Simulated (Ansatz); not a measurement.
Crystal: NiMoIrPdW.

```
CELL_PARAMETERS angstrom
2.77046 0.00000 0.00000
-1.38523 2.39928 0.00000
0.00000 0.00000 21.88122
ATOMIC_POSITIONS crystal
Ni 0.33333 0.66667 0.04433
Ni 0.66667 0.33333 0.95562
Mo 0.66667 0.33333 0.34270
Mo 0.66667 0.33333 0.76320
Pd 0.33333 0.66667 0.44768
Pd 0.33333 0.66667 0.65723
Ir 0.33333 0.66667 0.23988
Ir 0.33333 0.66667 0.86050
W 0.66667 0.33333 0.13646
W 0.66667 0.33333 0.55240
```

The cell was built by a generator and needn't be a form met in nature.

Base run:

```yaml
Program: Ansatz 0.2.0
Functional: PBE
Potentials_or_basis: Ansatz NC with PseudoDojo standard (PBE files)
Cutoff: "1400 eV (not typed: the program's choice for these potentials)"
k_mesh: 11 × 11 × 2
Occupations: fermi-dirac, width 0.05 eV
Spin: collinear spin, ferromagnetic start
Starting_moments: "[1.0, 1.0, 1.0, 1.0, 0.0, 0.0, 0.6, 0.6, 0.0, 0.0] μB"
```

Its results: band gap on the k mesh none (metal or under the smearing width); pressure 0.0 GPa; net moment 0.22 μB per cell; largest force 0.156 eV/Å.

Q: The run is repeated on the same cell with these changes: potentials or basis from Ansatz NC with PseudoDojo standard (PBE files) to Ansatz PAW; cutoff from 1400 eV (not typed: the program's choice for these potentials) to 420 eV (not typed: the program's choice for these potentials). What comes out?

A: Band gap on the k mesh none (metal or under the smearing width); pressure -0.1 GPa; net moment 0.00 μB per cell; largest force 0.149 eV/Å.

Caveats: the starting moments weren't kept.
